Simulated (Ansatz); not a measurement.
# CaOsC2: the cost of one run

Method: DFT PBE, scalar-relativistic, plane waves, PAW, in Ansatz 0.2.0.

**1. The starting structure**

Symmetry: P6_3mc, No. 186, hexagonal system. The conventional cell has a = 3.612 Å, b = 3.612 Å, c = 12.679 Å, α = 90.00°, β = 90.00°, γ = 120.00°. Around Ca (site symmetry 3m) lie 4 C at 2.47 Å. Os (site symmetry 3m) has 4 C at 1.99 to 2.16 Å in its first shell of neighbours. Around C (site symmetry 3m) lie 1 Os at 1.99 Å and 3 Ca at 2.47 Å. C (site symmetry 3m) is surrounded by 3 Os at 2.16 Å and 1 Ca at 2.47 Å.

Structure file:

```
Ca Os C
1.0
     3.61247    0.00000    0.00000
    -1.80623    3.12849    0.00000
     0.00000    0.00000   12.67894
Ca Os C
2 2 4
Direct
  0.33333 0.66667 0.39512
  0.66667 0.33333 0.89512
  0.00000 0.00000 0.15683
  0.00000 0.00000 0.65683
  0.00000 0.00000 0.00000
  0.33333 0.66667 0.20003
  0.00000 0.00000 0.50000
  0.66667 0.33333 0.70003
```

A structure generator made this guess: close-packed anion layers stacked ABAC|A, with sites between them filled layer by layer (P6_3mc, No. 186). Its size is a rough estimate.

**2. Probe: one point on a coarse mesh**

The input, input.yaml:

```yaml
crystal:
  lattice:
    - [3.61246882, 0.0, 0.0]
    - [-1.80623441, 3.12848977, 0.0]
    - [0.0, 0.0, 12.67893774]
  atoms:
    - { symbol: Ca, position: [0.33333333, 0.66666667, 0.39512163] }
    - { symbol: Ca, position: [0.66666667, 0.33333333, 0.89512163] }
    - { symbol: Os, position: [0.0, 0.0, 0.15683491] }
    - { symbol: Os, position: [0.0, 0.0, 0.65683491] }
    - { symbol: C, position: [0.0, 0.0, 0.0] }
    - { symbol: C, position: [0.33333333, 0.66666667, 0.20003431] }
    - { symbol: C, position: [0.0, 0.0, 0.5] }
    - { symbol: C, position: [0.66666667, 0.33333333, 0.70003431] }
basis:
  ecutwfc: 420
kpoints:
  mp_grid: { grid: [6, 6, 2] }
hamiltonian:
  xc: pbe
scf:
  occupations: { method: gaussian, width: 0.1 }
  lower_state_search: "off"
output:
  forces: true
  stress: true
  eigenvalues: true
```

The run is started by

```console
$ ansatz run input.yaml --threads 1 --pin off --max-ram 2560MiB --backend cpu --events-out ev --progress --plain --runs-dir out
```

What time and memory should one allow on 1 thread of Intel Xeon at 2.50GHz (Skylake/Cascade Lake), shared host?

About 12 s, with a peak of 0.39 GiB.
